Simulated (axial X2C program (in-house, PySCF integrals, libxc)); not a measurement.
# YSi⁺: properties at the nuclei

Aim: properties at the nuclei of YSi⁺, with spin–orbit coupling in the Hamiltonian from the start.

Computed with an in-house X2C program for linear molecules on PySCF integrals. Level: two-component X2C with atomic mean-field terms, Y dyall-cv3z, Si dyall-v3z.

All values are calculated.

## 1. Set-up

Contents of task.json:

```json
{"zs": [39, 14], "q": 1, "bas": ["dyall-cv3z", "dyall-v3z"], "r0": 2.79, "levels": ["PBE0", "HF", "B3LYP", "r2SCAN", "BP86"], "nst": 3}
```

Keys: zs atomic numbers; q charge; bas basis sets; r0 starting distance in Å; levels methods (HF also brings MP2); nst determinants followed.

The run is started by

```bash
> python soeom.py task.json out
```

Nuclei are Gaussian, cores are contracted, and the Gaunt term is on.

## 2. Expectation values, lowest determinant

R = 2.636 Å. State: Ω = 1 (excess of +ω over −ω: ω = -1/2, ω = 3/2).

Output of the PBE0 run:

```text
two-component X2C + atomic mean field  PBE0
basis functions 207  fitting functions 1035  grid points 5084
iter        total energy     max residual
   1      -3673.062917466     8.69e-05
   2      -3673.062917507     9.25e-05
   3      -3673.062917663     8.61e-05
   4      -3673.062917830     1.34e-04
   5      -3673.062917915     3.04e-05
   6      -3673.062917960     3.63e-05
   7      -3673.062917976     2.88e-05
   8      -3673.062917980     9.45e-06
converged
one-electron -5282.76390451  Coulomb 1632.31856581  exact exchange -32.14594855  xc functional -98.58388855  nuclear repulsion 109.60954369  atomic mean-field constant -1.49728587
```

The highest occupied spinor is 52% Si p, 23% Y s, 14% Y d.

| level | Eeff magnitude (GV/cm) | Ws magnitude Y (kHz) | A∥/gI Y (MHz) | qzz Y (a.u.) | A∥/gI Si (MHz) | qzz Si (a.u.) |
| --- | --- | --- | --- | --- | --- | --- |
| PBE0 | 0.313 | 0.214 | 92 | -0.99 | -89.9 | -1.30 |
| HF | 4.33 | 2.01 | -1500 | -1.61 | -38.6 | -0.40 |
| B3LYP | 0.525 | 0.315 | -401 | -1.10 | -68.2 | -1.19 |
| r2SCAN | 0.174 | 0.138 | 797 | -1.04 | -82.3 | -1.30 |
| BP86 | 0.0647 | 0.0882 | 270 | -1.34 | -79.7 | -1.28 |

Eeff is the effective electric field on the electron dipole moment in this Ω state and Ws the scalar–pseudoscalar constant (defined with the proton number Z and per Ω); A∥ is the parallel hyperfine constant, which follows by multiplying with the nuclear g factor gI = μI/(I μN); qzz is the electric field gradient, eQq0 = 234.96 MHz × Q/barn × qzz. The operators were transformed with the bare-nucleus X2C matrices.

## 3. Expectation values, a higher determinant

R = 2.636 Å. State: Ω = 2 (excess of +ω over −ω: ω = 1/2, ω = 3/2), 0.04 eV above the lowest in the PBE0 search for states (made at or near this distance, with looser thresholds).

Output of the PBE0 run:

```text
two-component X2C + atomic mean field  PBE0
basis functions 207  fitting functions 1035  grid points 5084
iter        total energy     max residual
   1      -3673.061291713     5.74e-05
   2      -3673.061291716     5.11e-05
   3      -3673.061291730     1.93e-06
   4      -3673.061291730     1.39e-06
converged
one-electron -5282.56933439  Coulomb 1632.13409941  exact exchange -32.15668225  xc functional -98.58163232  nuclear repulsion 109.60954369  atomic mean-field constant -1.49728587
```

The highest occupied spinor is 51% Y s, 42% Y d, 4% Si p.

| level | Eeff magnitude (GV/cm) | Ws magnitude Y (kHz) | A∥/gI Y (MHz) | qzz Y (a.u.) | A∥/gI Si (MHz) | qzz Si (a.u.) |
| --- | --- | --- | --- | --- | --- | --- |
| PBE0 | 0.306 | 0.0992 | 944 | -1.44 | 4.2 | -0.30 |
| HF | 0.164 | 0.0638 | 881 | -1.60 | -2.92 | -0.33 |
| B3LYP | 0.0133 | 0.0273 | 1010 | -1.44 | 26.7 | -0.30 |
| r2SCAN | 0.321 | 0.105 | 961 | -1.49 | 16.5 | -0.26 |
| BP86 | 0.019 | 0.0325 | 997 | -1.40 | 17.3 | -0.31 |

## 4. Expectation values, a higher determinant

R = 2.636 Å. State: Ω = 0 (closed shell), 0.59 eV above the lowest in the PBE0 search for states (made at or near this distance, with looser thresholds).

Output of the PBE0 run:

```text
two-component X2C + atomic mean field  PBE0
basis functions 207  fitting functions 1035  grid points 5084
iter        total energy     max residual
   1      -3673.041249594     5.37e-05
   2      -3673.041249738     3.48e-05
   3      -3673.041249821     4.69e-05
   4      -3673.041249848     2.78e-05
   5      -3673.041249858     1.78e-05
   6      -3673.041249863     5.84e-06
converged
one-electron -5282.83926767  Coulomb 1632.39099745  exact exchange -32.13816061  xc functional -98.56707686  nuclear repulsion 109.60954369  atomic mean-field constant -1.49728587
```

The highest occupied spinor is 48% Y d, 40% Si p, 5% Y p.

| level | qzz Y (a.u.) | qzz Si (a.u.) |
| --- | --- | --- |
| PBE0 | -1.04 | -1.37 |
| HF | -0.24 | -1.37 |
| B3LYP | -1.13 | -1.31 |
| r2SCAN | -1.04 | -1.37 |
| BP86 | -1.36 | -1.32 |

## 5. Outcome

| quantity | value |
| --- | --- |
| lowest determinant | Ω = 1 (excess of +ω over −ω: ω = -1/2, ω = 3/2) |
| Eeff magnitude (GV/cm), PBE0 | 0.313 |
| Ws magnitude Y (kHz), PBE0 | 0.214 |
| A∥/gI Y (MHz), PBE0 | 92 |
| qzz Y (a.u.), PBE0 | -0.99 |
| higher determinant | Ω = 2 (excess of +ω over −ω: ω = 1/2, ω = 3/2) |
| Eeff magnitude (GV/cm), PBE0, higher determinant | 0.306 |
| Ws magnitude Y (kHz), PBE0, higher determinant | 0.0992 |
| A∥/gI Y (MHz), PBE0, higher determinant | 944 |
| qzz Y (a.u.), PBE0, higher determinant | -1.44 |
| higher determinant | Ω = 0 (closed shell) |
| qzz Y (a.u.), PBE0, higher determinant | -1.04 |
| qzz Si (a.u.), PBE0, higher determinant | -1.37 |

What this shows: In the first state, the effective field runs from 0.0647 to 4.33 GV/cm over the mean-field levels, so the levels don't agree on it. The expectation values come from single determinants, which for open shells can mix terms of unlike spin or miss the lowest Ω, so a determinant need not be a state. Eeff is the effective electric field on the electron dipole moment in this Ω state and Ws the scalar–pseudoscalar constant (defined with the proton number Z and per Ω); A∥ is the parallel hyperfine constant, which follows by multiplying with the nuclear g factor gI = μI/(I μN); qzz is the electric field gradient, eQq0 = 234.96 MHz × Q/barn × qzz. The operators were transformed with the bare-nucleus X2C matrices. A second determinant lies within 0.1 eV of the first, so their order is not settled at this level.
